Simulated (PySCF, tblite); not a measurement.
**CH₈N₂O₂Si₂: geometry, infrared bands and NMR shifts**

What infrared bands and NMR shifts should CH₈N₂O₂Si₂ (`O[Si@@H]1NC[Si@H](O)N1`) show?

Computed with tblite 0.8.0 and PySCF 2.14.0, with density-fitted response routines of our own, on a single molecule in the gas phase. Atoms count from 0, in the outputs and in this text.

## 1. Starting geometry

15 atoms, charge 0, multiplicity 1; geometry from: force field or distance geometry start.

Bonds of the start (Å): O0–Si1 1.64, Si1–N2 1.68, N2–C3 1.48, C3–Si4 1.90, Si4–O5 1.66, Si4–N6 1.73, N6–Si1 1.69, O0–H7 0.97, Si1–H8 1.48, N2–H9 1.01, C3–H10 1.11, C3–H11 1.09, Si4–H12 1.48, O5–H13 0.97, N6–H14 1.01.

## 2. Relaxing the molecule with GFN2-xTB

The job: settings as JSON, then the geometry in Å.

```
{"job": {"kind": "relax", "xc": "GFN2-xTB", "basis": "xTB"}, "charge": 0, "multiplicity": 1}
O      2.595200    -0.155400    -0.946900
Si     1.345900    -0.405900     0.079300
N      0.163500    -1.282100    -0.725200
C     -1.221800    -1.029000    -0.284300
Si    -1.038700     0.626200     0.621900
O     -1.915200     1.892600     0.011700
N      0.584500     1.096000     0.264400
H      3.154500     0.608500    -0.718400
H      1.735700    -1.039400     1.364200
H      0.364800    -2.271000    -0.759600
H     -1.558400    -1.812300     0.421600
H     -1.910900    -0.985900    -1.123900
H     -1.202500     0.538800     2.091000
H     -1.645900     2.759800     0.358700
H      0.544800     1.467000    -0.676300
```

Started as:

```sh
OMP_NUM_THREADS=1 python probes_run.py task.json out
```

The driver reads the jobs from task.json and runs them one after another.

**Question.** This job is followed by: GFN2-xTB harmonic vibrations, gas phase; GIAO PBE0/pcSseg-1 NMR shielding, non-relativistic, gas phase. What will the session give for the following? strongest single infrared mode (GFN2-xTB); zero-point energy (GFN2-xTB); ¹³C shifts against TMS (PBE0/pcSseg-1); ¹H shifts against TMS (PBE0/pcSseg-1); ¹⁷O shifts against H2O (PBE0/pcSseg-1); ²⁹Si shifts against TMS (PBE0/pcSseg-1); ¹⁵N shifts against NH3 (PBE0/pcSseg-1).

As calculated:

| quantity | value |
| --- | --- |
| strongest single infrared mode (GFN2-xTB) | 2208 cm⁻¹, 460 km/mol |
| zero-point energy (GFN2-xTB) | 64.6 kcal/mol |
| ¹³C shifts against TMS (PBE0/pcSseg-1) | 30.4 ppm |
| ¹H shifts against TMS (PBE0/pcSseg-1) | 5.40, 5.31, 2.87, 2.63, 1.84, 1.82, 0.94, 0.43 ppm |
| ¹⁷O shifts against H2O (PBE0/pcSseg-1) | 64.8, 56.3 ppm |
| ²⁹Si shifts against TMS (PBE0/pcSseg-1) | -19.5, -35.4 ppm |
| ¹⁵N shifts against NH3 (PBE0/pcSseg-1) | 60.8, 23.6 ppm |

What this shows: Over 110 steps the energy fell by 0.661 eV; of the close pairs, Si1–N6 changed most, 1.694 to 1.734 Å. All 39 modes are real, so the xTB geometry is a minimum. The strongest single mode, at 2208 cm⁻¹, moves mainly H12. Unscaled tight-binding wavenumbers are off by several per cent, some by more. Its intensities can rank the bands wrongly.
